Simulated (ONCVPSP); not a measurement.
# An ONCV potential for caesium, from input to tests

Task: generate the file, and judge it by its errors in other configurations, its logarithmic derivatives, its ghosts and its cutoff.

Method: ONCVPSP 4.0.1, PBE, scalar-relativistic.

## 1. Settings

Typed settings, in words:

```json
{
 "element": "caesium (Cs, Z = 55)",
 "type": "optimised norm-conserving Vanderbilt (ONCV)",
 "frozen core": "[Kr] 4d10",
 "valence charge": "9",
 "reference configuration": "5s2 5p6 6s1",
 "partial waves": "5s+6s: rc 2.65 bohr, ncon 4, nbas 9, qcut 3.9 1/bohr, 2 projectors; 5p: rc 2.75 bohr, ncon 4, nbas 8, qcut 4.1 1/bohr, 2 projectors, debl 2.9 Ha; d scattering state at 0.18 Ha: rc 2.35 bohr, ncon 3, nbas 7, qcut 3.4 1/bohr, 2 projectors, debl 4 Ha; f scattering state at 0.23 Ha: rc 2.45 bohr, ncon 5, nbas 8, qcut 4.4 1/bohr, 2 projectors, debl 1.4 Ha",
 "local potential": "polynomial inside 2.05 bohr (lpopt 5, dvloc0 2 Ha)",
 "core correction": "polynomial model core, fcfact 0.3"
}
```

The nodes and maxima of the atom's own shells, from an earlier all-electron run, set the scale for the radii.

All-electron outer shells of the reference configuration (PBE, scalar-relativistic, ld1.x):

| shell | level (eV) | outermost node (bohr) | outermost maximum (bohr) |
| --- | --- | --- | --- |
| 5s | -26.73 | 0.82 | 1.54 |
| 5p | -13.52 | 0.89 | 1.79 |
| 6s | -2.09 | 2.11 | 4.80 |
| 6p | -0.74 | 2.61 | 6.72 |
| 5d | -0.38 | 1.06 | 3.51 |

## 2. Generation

Input file Cs.dat:

```
# ATOM AND REFERENCE CONFIGURATION
# atsym  z   nc   nv     iexc    psfile
  Cs 55.00    9    3        4      upf
#
#   n    l    f
    1    0    2.00
    2    0    2.00
    2    1    6.00
    3    0    2.00
    3    1    6.00
    3    2   10.00
    4    0    2.00
    4    1    6.00
    4    2   10.00
    5    0    2.00
    5    1    6.00
    6    0    1.00
#
# PSEUDOPOTENTIAL AND OPTIMIZATION
# lmax
    3
#
#   l,   rc,      ep,       ncon, nbas, qcut
    0    2.65    0.00    4    9    3.90
    1    2.75    0.00    4    8    4.10
    2    2.35    0.18    3    7    3.40
    3    2.45    0.23    5    8    4.40
#
# LOCAL POTENTIAL
# lloc, lpopt,  rc(5),   dvloc0
    4    5    2.05    2.00
#
# VANDERBILT-KLEINMAN-BYLANDER PROJECTORs
# l, nproj, debl
    0    2    2.50
    1    2    2.90
    2    2    4.00
    3    2    1.40
#
# MODEL CORE CHARGE
# icmod, fcfact, rcfact
    1    0.30    0.00
#
# LOG DERIVATIVE ANALYSIS
# epsh1, epsh2, depsh
   -2.00    5.00    0.02
#
# OUTPUT GRID
# rlmax, drl
    6.00    0.01
#
# TEST CONFIGURATIONS
# ncnf
    4
# nvcnf
#   n    l    f
    3
    5    0    2.00
    5    1    6.00
    6    0    0.00
#
    3
    5    0    2.00
    5    1    6.00
    6    0    0.50
#
    4
    5    0    2.00
    5    1    6.00
    6    0    0.00
    6    1    1.00
#
    3
    5    0    2.00
    5    1    5.00
    6    0    1.00
#
```

Command:

```console
$ oncvpsp.x < Cs.dat > Cs.out
```

Before running it: what results should come out? Wanted: cutoffs for 1 and 0.1 mHa per electron, occupied waves; bound ghosts; GHOST(+) flags; largest test error; largest phase difference near zero energy, channels read; rms error of d²Exc/dn², without and with the model core; projector energies reset by the program.

As calculated:

```
                                                quantity                     value
  cutoffs for 1 and 0.1 mHa per electron, occupied waves         5.6 Ha and 7.1 Ha
                                            bound ghosts                none found
                                          GHOST(+) flags               s at 106 eV
                            largest test error (AE − PS)  -20 meV, for 5s2 5p5 6s1
largest phase difference near zero energy, channels read                 0.004 rad
 rms error of d²Exc/dn², without and with the model core         3.19 and 1.37 mHa
                 projector energies reset by the program        d: 0.050, 4.050 Ha
```

**Reading.** The worst unpolarised test, 5s2 5p5 6s1, is off by 20 meV on 17.9 eV; by total energies transferability rates as good. It counts as soft on the atom at that tolerance, with 5.6 Ha needed at the looser tolerance. At the looser tolerance the 5s wave is the slowest; 6s needs 5 Ha. That counts occupied waves only; other projectors can need more. It is free of bound ghosts as far as tested. Near zero energy the phases of the channels with partial waves agree within 0.004 rad. The program also flags highly localised states, GHOST(+) (s).
